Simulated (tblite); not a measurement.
# CH8F3P3Si2: the cost of one run

Programs: tblite 0.8.0 and PySCF 2.14.0, with density-fitted response routines of our own. Each step states its level of theory. These are calculated values for one molecule, in the gas phase or a continuum, unless marked as measured. Atoms are numbered from 0 throughout.

## (1) The starting structure

17 atoms, charge 0, multiplicity 1; geometry from: force field or distance geometry start.

Bonds of the start (Å): F0–C1 1.37, C1–F2 1.37, C1–F3 1.39, C1–P4 1.85, P4–Si5 2.20, P4–P6 2.19, P6–P7 2.22, P7–Si8 2.22, Si5–H9 1.48, Si5–H10 1.48, Si5–H11 1.48, P6–H12 1.45, P7–H13 1.44, Si8–H14 1.49, Si8–H15 1.46, Si8–H16 1.47.

## (2) Optimising the geometry with GFN2-xTB

The job: settings as JSON, then the geometry in Å.

```
{"job": {"kind": "relax", "xc": "GFN2-xTB", "basis": "xTB"}, "charge": 0, "multiplicity": 1}
F     -1.945800    -2.450000    -1.066900
C     -2.367300    -1.953500     0.136300
F     -3.720600    -1.743200     0.171500
F     -2.141500    -2.967100     1.063100
P     -1.424700    -0.446000     0.636900
Si    -2.475000     1.422000     0.133600
P      0.634500    -0.418100    -0.121400
P      2.095400     0.163400     1.447800
Si     3.940000     0.709300     0.345800
H     -2.203700     2.377400     1.237400
H     -1.959900     2.063100    -1.092100
H     -3.930100     1.171600     0.039100
H      1.037500    -1.688700    -0.688800
H      1.629300     1.304100     2.200000
H      3.622700     1.981300    -0.363000
H      5.092000     0.827400     1.235300
H      4.110100    -0.341000    -0.675000
```

The run is started by

```sh
OMP_NUM_THREADS=1 python probes_run.py task.json out
```

One launch serves the whole session: the jobs run in the order shown.

Q: Estimate the wall time and peak memory of this first job on 1 thread of AMD EPYC 7R43, shared host.

About 3.2 s, with a peak of 0.18 GiB.
